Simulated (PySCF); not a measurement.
# C4H10OSi2: a tour of settings

Aim: see how C4H10OSi2 (`[SiH3]O[SiH]1CC=CC1`) answers to the choice of functional, basis, grid and SCF options.

Programs: PySCF 2.14.0, with density-fitted response routines of our own. Each step states its level of theory. These are calculated values for one molecule in the gas phase, unless marked as measured. Atoms are numbered from 0 throughout.

1 further run of the same task is left out (for a known fault of the program).

## (1) The starting structure

17 atoms, charge 0, multiplicity 1; geometry from: GFN2-xTB.

Bonds of the start (Å): Si0–O1 1.62, O1–Si2 1.62, Si2–C3 1.90, C3–C4 1.50, C4–C5 1.32, C5–C6 1.50, C6–Si2 1.91, Si0–H7 1.46, Si0–H8 1.46, Si0–H9 1.46, Si2–H10 1.46, C3–H11 1.09, C3–H12 1.09, C4–H13 1.08, C5–H14 1.08, C6–H15 1.09, C6–H16 1.09.

## (2) Shielding tensors: PBE0/pcSseg-1

The job: settings as JSON, then the geometry in Å.

```
{"job": {"kind": "nmr", "xc": "PBE0", "basis": "pcSseg-1"}, "charge": 0, "multiplicity": 1}
Si     2.849055    -1.089327     0.247030
O      1.444985    -0.749697    -0.486678
Si     0.059000    -0.050758    -0.957760
C     -1.480941    -0.925728    -0.256597
C     -2.172961     0.140599     0.541141
C     -1.622251     1.339366     0.626916
C     -0.322106     1.596008    -0.077748
H      3.108259    -2.492220    -0.067024
H      3.853342    -0.190005    -0.318983
H      2.683423    -0.869037     1.683653
H      0.154525     0.019209    -2.414977
H     -2.153686    -1.304414    -1.027081
H     -1.242154    -1.775665     0.385903
H     -3.104864    -0.105424     1.031141
H     -2.071081     2.144654     1.191984
H      0.442921     1.882739     0.647070
H     -0.432465     2.441728    -0.757899
```

Method: GIAO PBE0/pcSseg-1 NMR shielding, non-relativistic, gas phase.

The run is started by

```bash
OMP_NUM_THREADS=1 python probes_run.py task.json out
```

One launch serves the whole session: the jobs run in the order shown.

Log:

```text
coarse grid: 14880 points
cycle   1  E = -811.9654873743  dE =  8.343e-01  |g| = 8.233e-01  |ddm| = 3.781e+00
cycle   2  E = -811.7922093687  dE =  1.733e-01  |g| = 1.258e+00  |ddm| = 1.635e+00
cycle   3  E = -812.0922999630  dE = -3.001e-01  |g| = 1.311e-01  |ddm| = 1.147e+00
cycle   4  E = -812.0955346679  dE = -3.235e-03  |g| = 4.648e-02  |ddm| = 1.440e-01
cycle   5  E = -812.0960704113  dE = -5.357e-04  |g| = 7.843e-03  |ddm| = 4.697e-02
cycle   6  E = -812.0960837228  dE = -1.331e-05  |g| = 1.618e-03  |ddm| = 1.038e-02
cycle   7  E = -812.0960842187  dE = -4.959e-07  |g| = 8.119e-04  |ddm| = 2.238e-03
final grid: 133616 points
cycle   8  E = -812.1472126111  dE = -1.876e-05  |g| = 9.517e-03  |ddm| = 2.316e-02
cycle   9  E = -812.1471910476  dE =  2.156e-05  |g| = 1.411e-02  |ddm| = 1.798e-02
cycle  10  E = -812.1472319172  dE = -4.087e-05  |g| = 1.197e-03  |ddm| = 1.101e-02
cycle  11  E = -812.1472322120  dE = -2.948e-07  |g| = 2.081e-04  |ddm| = 1.071e-03
cycle  12  E = -812.1472322213  dE = -9.296e-09  |g| = 5.563e-05  |ddm| = 2.385e-04
cycle  13  E = -812.1472322217  dE = -4.584e-10  |g| = 3.480e-05  |ddm| = 7.080e-05
cycle  14  E = -812.1472322220  dE = -3.038e-10  |g| = 4.029e-06  |ddm| = 3.028e-05
converged SCF energy = -812.1472322220

GIAO shielding tensors (ppm)
atom      isotropic    diamagn.    paramagn.     s11        s22        s33       span
  0 Si     393.512     879.645    -486.133    356.650    361.022    462.866    106.216
  1 O      317.323     398.203     -80.880    246.113    348.886    356.970    110.857
  2 Si     342.005     879.863    -537.858    298.896    353.741    373.379     74.482
  3 C      163.969     255.520     -91.552    149.133    162.478    180.295     31.162
  4 C       48.934     255.633    -206.699    -61.911     65.063    143.650    205.561
  5 C       49.335     255.625    -206.289    -61.166     66.051    143.121    204.286
  6 C      164.714     255.778     -91.063    150.704    162.767    180.672     29.968
  7 H       26.567      28.440      -1.872     22.947     24.900     31.855      8.908
  8 H       26.548      28.633      -2.085     23.036     24.899     31.708      8.672
  9 H       26.549      30.040      -3.491     22.928     25.394     31.325      8.398
 10 H       26.188      29.131      -2.942     22.536     24.676     31.352      8.815
 11 H       30.096      30.377      -0.281     25.820     27.861     36.605     10.784
 12 H       30.151      32.314      -2.164     26.426     27.931     36.095      9.669
 13 H       25.602      30.524      -4.922     23.399     25.971     27.436      4.037
 14 H       25.607      30.623      -5.016     23.371     26.015     27.434      4.063
 15 H       30.165      32.858      -2.693     26.381     28.039     36.076      9.695
 16 H       30.113      30.725      -0.612     25.800     27.908     36.631     10.831
```

Run time: 29 s. Hardware: 1 thread of Arm Neoverse V2, shared host; peak memory 0.83 GiB.

Shifts follow as δ = σ(reference) − σ, with reference shieldings (ppm) from runs at the same level and on the same kind of geometry: 1H TMS 31.72, 13C TMS 186.9, 29Si TMS 349.2, 17O H2O 336.1. The references are single molecules in the gas phase, so shifts against H2O, NH3, PH3, H3PO4 or CFCl3 are not on the usual liquid scales and can be off by tens of ppm. Atoms listed in one row are averaged.

| atoms | environment | σ (ppm) | δ (ppm) | δ scaled to CDCl3 |
| --- | --- | --- | --- | --- |
| C4, C5 | alkene CH | 49.1 | 137.8 | 132.6 |
| C3, C6 | allylic sp3 CH2 bonded to Si | 164.3 | 22.6 | 20.1 |
| H13, H14 | hydrogen on an alkene CH | 25.60 | 6.11 | 5.87 |
| H10 | hydrogen on a silicon bonded to 2 C, O, in a 5-membered ring | 26.19 | 5.53 | – |
| H7, H8, H9 | hydrogen on a silicon bonded to O | 26.55 | 5.16 | – |
| H11, H16 | hydrogen on an allylic sp3 CH2 bonded to Si | 30.10 | 1.61 | 1.63 |
| H12, H15 | hydrogen on an allylic sp3 CH2 bonded to Si | 30.16 | 1.56 | 1.57 |
| Si2 | silicon bonded to 2 C, O, H, in a 5-membered ring | 342.0 | 7.2 | – |
| Si0 | silicon bonded to O, 3 H | 393.5 | -44.4 | – |
| O1 | oxygen bonded to 2 Si | 317.3 | 18.8 | – |

The scaled column applies a straight-line fit of computed shieldings to shifts measured in CDCl3 (root-mean-square error 0.16 ppm for H, 1.9 ppm for C).

The run also stored atomic charges by several schemes (e):

| atoms | Mulliken | IAO | Hirshfeld | ESP fit |
| --- | --- | --- | --- | --- |
| Si0 | 0.73 | 0.89 | 0.40 | 0.61 |
| O1 | -0.72 | -0.88 | -0.30 | -0.41 |
| Si2 | 1.11 | 1.15 | 0.44 | 0.45 |
| C3, C6 | -0.54 | -0.58 | -0.17 | -0.10 |
| C4, C5 | -0.16 | -0.15 | -0.06 | -0.19 |

Mayer bond orders: Si0–O1 0.93, O1–Si2 0.95, Si2–C3 0.87, C3–C4 1.04, C4–C5 1.91, C5–C6 1.04, C6–Si2 0.87.

Ring of atoms Si2, C3, C4, C5, C6: NICS(0) -1.3, NICS(1) -2.7, NICS(1)zz -1.8 ppm (means of both faces).

The fields below are evaluated on a grid from the run's orbitals.

Frontier orbitals at PBE0/pcSseg-1, with the share of their density that lies nearest to each atom:

| orbital | energy (eV) | lies on |
| --- | --- | --- |
| HOMO | -7.05 | C4, C5 about 34 % each |
| LUMO | 0.37 | H7, H8, H9 about 18 % each; Si0 18 %; O1 14 % |

ELF in a plane through or near 6 of the atoms.

Ten even steps from ' ' (0.00) to '@' (1.00):
```
                                                        
                                                        
                                                        
                          ::--..                        
                        ==@@@@##..                      
        ++##**--        %%@@@@@@==....**%%**            
      ==@@@@@@**..      ++@@@@@@++==**@@@@%%..          
      ++@@@@@@##::        --**++%%##--@@@@**            
      ::##@@##::..::--..  ..--==##--++++++::            
        --++::##::--**++::......::**####--              
      ..==**::##::++##**--......::++--++++--            
      ++@@@@%%::..==##**::..====####--**%%##..          
    ::@@@@@@@@@@::::++--    ++++**%%**%%@@%%--          
    ::@@@@@@@@@@..        ==@@@@##==..--****..          
      **@@@@@@@@..        ##@@@@%%--                    
        ::====::          ++@@%%++..                    
                            ==--..                      
                                                        
                                                        
                                                        
```
The map spans 12.7 Å across and 9.3 Å up, centred on the molecule. Atoms in the plane (x, y in Å): Si0 (-3.0, 0.0), C4 (2.1, -0.5), C5 (2.0, 0.8), H7 (-3.8, -1.3), H12 (0.6, -2.0), H15 (0.2, 2.0).

On the surface of density 0.002 e/bohr³ the electrostatic potential runs, from the 1st to the 99th percentile, from -0.64 V near C4 to 1.21 V near H9.

## (3) Excited states and response: PBE0/def2-SVPD

Settings changed since step 2:

```diff
@@ -1,2 +1,2 @@
-{"job": {"kind": "nmr", "xc": "PBE0", "basis": "pcSseg-1"}, "charge": 0, "multiplicity": 1}
+{"job": {"kind": "uv", "xc": "PBE0", "basis": "def2-SVPD", "nstates": 6, "ntriplets": 2}, "charge": 0, "multiplicity": 1}
 Si     2.849055    -1.089327     0.247030
```

With the program's defaults for keys left out, this is: TDDFT PBE0/def2-SVPD, vertical, gas phase, core orbitals frozen in the response.

Log:

```text
coarse grid: 14880 points
cycle   1  E = -811.6190332611  dE =  7.868e-01  |g| = 7.793e-01  |ddm| = 6.746e+00
cycle   2  E = -811.4383897559  dE =  1.806e-01  |g| = 1.228e+00  |ddm| = 2.505e+00
cycle   3  E = -811.7406137619  dE = -3.022e-01  |g| = 1.247e-01  |ddm| = 1.410e+00
cycle   4  E = -811.7437003887  dE = -3.087e-03  |g| = 4.875e-02  |ddm| = 2.840e-01
cycle   5  E = -811.7443167414  dE = -6.164e-04  |g| = 8.059e-03  |ddm| = 1.394e-01
cycle   6  E = -811.7443337600  dE = -1.702e-05  |g| = 1.589e-03  |ddm| = 3.137e-02
cycle   7  E = -811.7443343656  dE = -6.056e-07  |g| = 6.590e-04  |ddm| = 5.482e-03
final grid: 133616 points
cycle   8  E = -811.8554839183  dE = -1.956e-05  |g| = 8.905e-03  |ddm| = 1.029e-01
cycle   9  E = -811.8554628484  dE =  2.107e-05  |g| = 1.337e-02  |ddm| = 3.574e-02
cycle  10  E = -811.8555021119  dE = -3.926e-05  |g| = 1.131e-03  |ddm| = 2.026e-02
cycle  11  E = -811.8555023950  dE = -2.831e-07  |g| = 1.774e-04  |ddm| = 1.956e-03
cycle  12  E = -811.8555024026  dE = -7.595e-09  |g| = 4.423e-05  |ddm| = 7.877e-04
cycle  13  E = -811.8555024028  dE = -2.706e-10  |g| = 3.061e-05  |ddm| = 1.407e-04
converged SCF energy = -811.8555024028

Static polarisability (au): isotropic 95.959, principal 83.249 98.951 105.678

Singlet excitations
state   eV       nm        f      main configurations
  1   6.3804    194.3   0.00200   H->L 0.97
  2   6.6121    187.5   0.00471   H->L+2 0.75, H->L+3 0.23
  3   6.8138    182.0   0.00066   H-1->L 0.95
  4   7.0085    176.9   0.00351   H-1->L+1 0.96
  5   7.0649    175.5   0.09846   H->L+1 0.73
  6   7.1201    174.1   0.00139   H-2->L 0.94

Triplet excitations (Tamm-Dancoff, eV): 4.4374 6.3275
```

It took 39 s on 1 thread of Arm Neoverse V2, shared host; peak memory 0.96 GiB.

Frontier orbitals and where they lie:

| orbital | eV | atoms |
| --- | --- | --- |
| HOMO−3 | -9.28 | Si0 25 %, O1 20 %, H7 18 % |
| HOMO−2 | -8.29 | O1 28 %, Si2 16 %, H10 14 % |
| HOMO−1 | -7.84 | C3 20 %, C6 20 %, O1 17 % |
| HOMO | -7.08 | C5 34 %, C4 33 %, C3 8 % |
| LUMO | 0.12 | Si0 34 %, Si2 12 %, H9 11 % |
| LUMO+1 | 0.60 | C4 31 %, C5 30 %, C6 7 % |
| LUMO+2 | 0.69 | Si0 26 %, Si2 10 %, C5 7 % |

With each of the 6 states as a Gaussian band of 0.4 eV half-width at 1/e, the curve within the window shown has maxima at 176 nm (ε 4,300) L/(mol cm). Beyond the last state computed it falls off for lack of states. The curve at chosen wavelengths:

```json
{"nm": "167", "ε (L/mol/cm)": "1899"}
{"nm": "169", "ε (L/mol/cm)": "2679"}
{"nm": "171", "ε (L/mol/cm)": "3418"}
{"nm": "173", "ε (L/mol/cm)": "3975"}
{"nm": "175", "ε (L/mol/cm)": "4243"}
{"nm": "176", "ε (L/mol/cm)": "4253"}
{"nm": "178", "ε (L/mol/cm)": "4041"}
{"nm": "180", "ε (L/mol/cm)": "3584"}
{"nm": "182", "ε (L/mol/cm)": "2990"}
{"nm": "184", "ε (L/mol/cm)": "2366"}
{"nm": "186", "ε (L/mol/cm)": "1792"}
{"nm": "188", "ε (L/mol/cm)": "1312"}
{"nm": "190", "ε (L/mol/cm)": "940"}
{"nm": "191", "ε (L/mol/cm)": "792"}
{"nm": "193", "ε (L/mol/cm)": "560"}
{"nm": "195", "ε (L/mol/cm)": "396"}
{"nm": "197", "ε (L/mol/cm)": "282"}
{"nm": "199", "ε (L/mol/cm)": "202"}
{"nm": "201", "ε (L/mol/cm)": "145"}
{"nm": "203", "ε (L/mol/cm)": "103"}
{"nm": "205", "ε (L/mol/cm)": "73"}
{"nm": "206", "ε (L/mol/cm)": "61"}
{"nm": "208", "ε (L/mol/cm)": "42"}
{"nm": "210", "ε (L/mol/cm)": "28"}
{"nm": "212", "ε (L/mol/cm)": "19"}
{"nm": "214", "ε (L/mol/cm)": "12"}
```

Leading natural transition orbitals of singlet state 5: the hole lies on C4, C5 about 30 % each; the particle on H10 16 %; C4, C5 about 14 % each; H11, H16 about 9 % each.

Leading natural transition orbitals of singlet state 1: the hole lies on C4, C5 about 34 % each; the particle on H7, H8, H9 about 15 % each; O1 12 %; Si0 11 %.

Further results of this job:

| property | computed |
| --- | --- |
| dipole moment (D) | 0.35 |
| polarisability (Å³) | 14.22 |
| HOMO–LUMO gap (eV) | 7.20 |
| −ε(HOMO) (eV) | 7.08 |

## (4) Nuclear shieldings: B3LYP/MINI

Settings changed since step 3:

```diff
@@ -1,2 +1,2 @@
-{"job": {"kind": "uv", "xc": "PBE0", "basis": "def2-SVPD", "nstates": 6, "ntriplets": 2}, "charge": 0, "multiplicity": 1}
+{"job": {"kind": "nmr", "xc": "B3LYP", "basis": "MINI", "pop": true, "scf": {"aux": "def2-qzvpp-jkfit"}}, "charge": 0, "multiplicity": 1}
 Si     2.849055    -1.089327     0.247030
```

Level: GIAO B3LYP/MINI NMR shielding, non-relativistic, gas phase.

Log:

```text
final grid: 133616 points
cycle   1  E = -807.5560019713  dE =  8.684e-01  |g| = 6.282e-01  |ddm| = 6.130e+00
cycle   2  E = -807.2484104272  dE =  3.076e-01  |g| = 1.340e+00  |ddm| = 3.258e+00
cycle   3  E = -807.7026657189  dE = -4.543e-01  |g| = 1.102e-01  |ddm| = 2.135e+00
cycle   4  E = -807.7064518518  dE = -3.786e-03  |g| = 4.596e-02  |ddm| = 2.714e-01
cycle   5  E = -807.7071141497  dE = -6.623e-04  |g| = 5.281e-03  |ddm| = 8.305e-02
cycle   6  E = -807.7071237212  dE = -9.571e-06  |g| = 2.047e-03  |ddm| = 1.313e-02
cycle   7  E = -807.7071250055  dE = -1.284e-06  |g| = 6.090e-04  |ddm| = 3.850e-03
cycle   8  E = -807.7071251226  dE = -1.171e-07  |g| = 1.290e-04  |ddm| = 1.018e-03
cycle   9  E = -807.7071251283  dE = -5.679e-09  |g| = 1.690e-05  |ddm| = 2.329e-04
cycle  10  E = -807.7071251283  dE = -8.845e-11  |g| = 1.451e-06  |ddm| = 3.197e-05
converged SCF energy = -807.7071251283

GIAO shielding tensors (ppm)
atom      isotropic    diamagn.    paramagn.     s11        s22        s33       span
  0 Si     676.435     873.234    -196.798    618.286    622.400    788.620    170.334
  1 O      550.461     384.922     165.539    128.358    737.230    785.796    657.439
  2 Si     615.966     867.904    -251.938    537.783    629.647    680.467    142.683
  3 C      201.120     236.688     -35.568    184.705    201.582    217.073     32.367
  4 C      106.357     243.986    -137.630     30.820    106.580    181.670    150.851
  5 C      106.701     243.870    -137.169     31.203    107.590    181.310    150.108
  6 C      201.581     236.747     -35.166    185.300    202.086    217.357     32.057
  7 H       27.318      28.972      -1.654     22.310     25.182     34.461     12.152
  8 H       27.467      28.872      -1.405     22.569     25.356     34.477     11.909
  9 H       27.604      28.083      -0.479     22.603     26.272     33.937     11.334
 10 H       27.262      28.672      -1.410     22.265     24.788     34.732     12.467
 11 H       29.191      28.664       0.527     23.031     26.282     38.259     15.229
 12 H       29.475      24.883       4.592     23.399     27.454     37.571     14.171
 13 H       24.385      29.315      -4.929     20.981     24.110     28.066      7.085
 14 H       24.408      29.149      -4.741     20.977     24.163     28.084      7.106
 15 H       29.649      24.758       4.891     23.615     27.852     37.479     13.864
 16 H       29.269      28.468       0.802     23.080     26.431     38.296     15.216
```

Run time: 5.4 s. Hardware: 1 thread of Arm Neoverse V2, shared host; peak memory 0.52 GiB.

In short: δ C4 115.0, C3 20.2, Si2 -0.8, Si0 -61.3, H13 6.34, H10 3.48 ppm (means over like atoms).

## (5) Ultraviolet spectrum: wB97X/def2-SVPD

Settings changed since step 4:

```diff
@@ -1,2 +1,2 @@
-{"job": {"kind": "nmr", "xc": "B3LYP", "basis": "MINI", "pop": true, "scf": {"aux": "def2-qzvpp-jkfit"}}, "charge": 0, "multiplicity": 1}
+{"job": {"kind": "uv", "xc": "wB97X", "basis": "def2-SVPD", "nstates": 25, "ntriplets": 5, "tda": true}, "charge": 0, "multiplicity": 1}
 Si     2.849055    -1.089327     0.247030
```

Method: TDA wB97X/def2-SVPD, vertical, gas phase, core orbitals frozen in the response.

Log:

```text
coarse grid: 14880 points
cycle   1  E = -812.0712591763  dE =  1.038e+00  |g| = 7.176e-01  |ddm| = 6.561e+00
cycle   2  E = -812.0578092449  dE =  1.345e-02  |g| = 8.153e-01  |ddm| = 1.794e+00
cycle   3  E = -812.1781855959  dE = -1.204e-01  |g| = 5.890e-02  |ddm| = 7.085e-01
cycle   4  E = -812.1791245762  dE = -9.390e-04  |g| = 2.612e-02  |ddm| = 2.209e-01
cycle   5  E = -812.1793149789  dE = -1.904e-04  |g| = 4.050e-03  |ddm| = 7.816e-02
cycle   6  E = -812.1793211072  dE = -6.128e-06  |g| = 8.944e-04  |ddm| = 1.982e-02
final grid: 133616 points
cycle   7  E = -812.3045987901  dE = -6.628e-05  |g| = 2.939e-03  |ddm| = 1.440e-01
cycle   8  E = -812.3046003539  dE = -1.564e-06  |g| = 1.695e-03  |ddm| = 2.262e-02
cycle   9  E = -812.3046008346  dE = -4.807e-07  |g| = 7.379e-04  |ddm| = 3.419e-03
cycle  10  E = -812.3046009372  dE = -1.026e-07  |g| = 1.431e-04  |ddm| = 1.896e-03
cycle  11  E = -812.3046009425  dE = -5.354e-09  |g| = 4.103e-05  |ddm| = 5.108e-04
cycle  12  E = -812.3046009431  dE = -5.621e-10  |g| = 7.256e-06  |ddm| = 1.644e-04
converged SCF energy = -812.3046009431

Static polarisability (au): isotropic 94.956, principal 82.868 98.363 103.636

Singlet excitations
state   eV       nm        f      main configurations
  1   7.1843    172.6   0.01110   H->L+3 0.43, H->L+1 0.33, H->L+2 0.10
  2   7.5096    165.1   0.00506   H-1->L 0.65, H-3->L 0.13
  3   7.6169    162.8   0.00599   H-1->L+2 0.66, H-1->L+3 0.15
  4   7.6515    162.0   0.02875   H-2->L 0.61, H->L+2 0.09, H-4->L 0.09
  5   7.6661    161.7   0.18753   H->L+2 0.55, H->L+3 0.14, H-2->L 0.08
  6   7.7588    159.8   0.00219   H->L 0.52, H->L+8 0.15
  7   8.1156    152.8   0.01575   H-1->L+1 0.24, H-1->L+3 0.24, H-1->L+8 0.13
  8   8.3346    148.8   0.01307   H->L+8 0.41, H->L 0.12, H->L+10 0.10
  9   8.4051    147.5   0.00157   H-3->L 0.29, H-1->L+1 0.12, H-1->L+5 0.09
 10   8.4483    146.8   0.02727   H->L+4 0.52, H->L+9 0.08
 11   8.5326    145.3   0.00995   H-2->L+2 0.17, H-4->L 0.17, H-2->L+8 0.13
 12   8.5881    144.4   0.05171   H-2->L+2 0.40, H-2->L+3 0.17
 13   8.6688    143.0   0.02380   H-1->L+4 0.26, H->L+5 0.11, H-2->L+1 0.10
 14   8.7176    142.2   0.06652   H->L+5 0.27, H-1->L+4 0.11, H-2->L+1 0.10
 15   8.7444    141.8   0.03657   H->L+9 0.26, H->L+6 0.14, H->L+7 0.10
 16   8.8163    140.6   0.03444   H-1->L+5 0.12, H->L+9 0.11, H-1->L+6 0.09
 17   8.8403    140.2   0.16578   H-2->L+1 0.28
 18   9.0043    137.7   0.04951   H-2->L+4 0.34
 19   9.0439    137.1   0.09502   H-2->L+6 0.16, H-5->L+2 0.12, H-1->L+3 0.11
 20   9.1024    136.2   0.12846   H-5->L+2 0.10, H->L+7 0.10, H-3->L+1 0.09
 21   9.1411    135.6   0.02560   H-1->L+4 0.12, H-1->L+6 0.10, H-3->L+1 0.10
 22   9.1882    134.9   0.00273   H-1->L+5 0.18, H-2->L+6 0.10
 23   9.2083    134.6   0.00258   H-5->L+2 0.23
 24   9.2836    133.6   0.10024   H-2->L+5 0.21, H-1->L+6 0.11
 25   9.3353    132.8   0.01086   H->L+10 0.50

Triplet excitations (Tamm-Dancoff, eV): 4.5639 7.2272 7.2440 7.3644 7.4316
```

Wall time 48 s (1 thread of Arm Neoverse V2, shared host); peak memory 1.1 GiB.

This run: HOMO -9.42 eV, LUMO 2.02 eV; lowest singlet 7.18 eV.

(Part 1 of 2 ends here.)
